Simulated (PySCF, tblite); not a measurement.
# C₆H₅N₂O radical: geometry, infrared bands and EPR parameters

What infrared bands and EPR parameters should C₆H₅N₂O radical (`C=N[C@@H]1C=[C][C@@H](C#N)O1`) show?

Computed with tblite 0.8.0 and PySCF 2.14.0, with density-fitted response routines of our own, on a single molecule in the gas phase. Atoms are numbered from 0 throughout.

## 1. Starting geometry

14 atoms, charge 0, multiplicity 2; geometry from: force field or distance geometry start.

Bonds of the start (Å): C0–N1 1.25, N1–C2 1.43, C2–C3 1.49, C3–C4 1.32, C4–C5 1.48, C5–C6 1.49, C6–N7 1.17, C5–O8 1.37, O8–C2 1.42, C0–H9 1.12, C0–H10 1.10, C2–H11 1.09, C3–H12 1.10, C5–H13 1.11.

## 2. Geometry optimisation with GFN2-xTB

What the job is given:

```
{"job": {"kind": "relax", "xc": "GFN2-xTB", "basis": "xTB"}, "charge": 0, "multiplicity": 2}
C     -2.612300     0.183400     0.207800
N     -1.649700    -0.540100     0.529000
C     -0.305600    -0.457000     0.053200
C      0.514400    -1.246500     1.021600
C      1.538000    -0.515900     1.431500
C      1.411800     0.780900     0.719900
C      2.310200     0.684900    -0.459900
N      3.024100     0.627300    -1.389700
O      0.112600     0.876500     0.293600
H     -3.593300    -0.030100     0.697500
H     -2.551700     1.005700    -0.524300
H     -0.161200    -0.746400    -0.985800
H      0.229000    -2.263300     1.313400
H      1.733000     1.640100     1.350000
```

Launch:

```bash
$ OMP_NUM_THREADS=1 python probes_run.py task.json out
```

This one command runs all jobs of the session in turn.

**Question.** This job is followed by: GFN2-xTB harmonic vibrations, gas phase; UKS B3LYP, pcH-1 on C H N O, non-relativistic, mean-field spin-orbit, GIAO. Predict these results of the whole session: strongest single infrared mode (GFN2-xTB); zero-point energy (GFN2-xTB); g(iso) (B3LYP); ⟨S²⟩; largest a(iso); surface potential, 1st and 99th percentile.

As calculated:

```
                                 quantity                  value
strongest single infrared mode (GFN2-xTB)  2409 cm⁻¹, 155 km/mol
             zero-point energy (GFN2-xTB)          59.8 kcal/mol
                           g(iso) (B3LYP)                2.00216
                                     ⟨S²⟩     0.760 (exact 0.75)
                           largest a(iso)   13C on C4, 460.9 MHz
    surface potential, 1st and 99th percentile     -1.64 V and 1.49 V
```

Over 75 steps the energy fell by 0.593 eV; of the close pairs, C5–O8 changed most, 1.371 to 1.431 Å. No mode is imaginary among the 36: a minimum at this level. The strongest single mode, at 2409 cm⁻¹, moves mainly C6 and N7. Unscaled tight-binding wavenumbers are off by several per cent, some by more. Its intensities can rank the bands wrongly. C4 carries the largest spin population, 0.99 e. The isotropic g lies 0.2 ppt below the free-electron value.
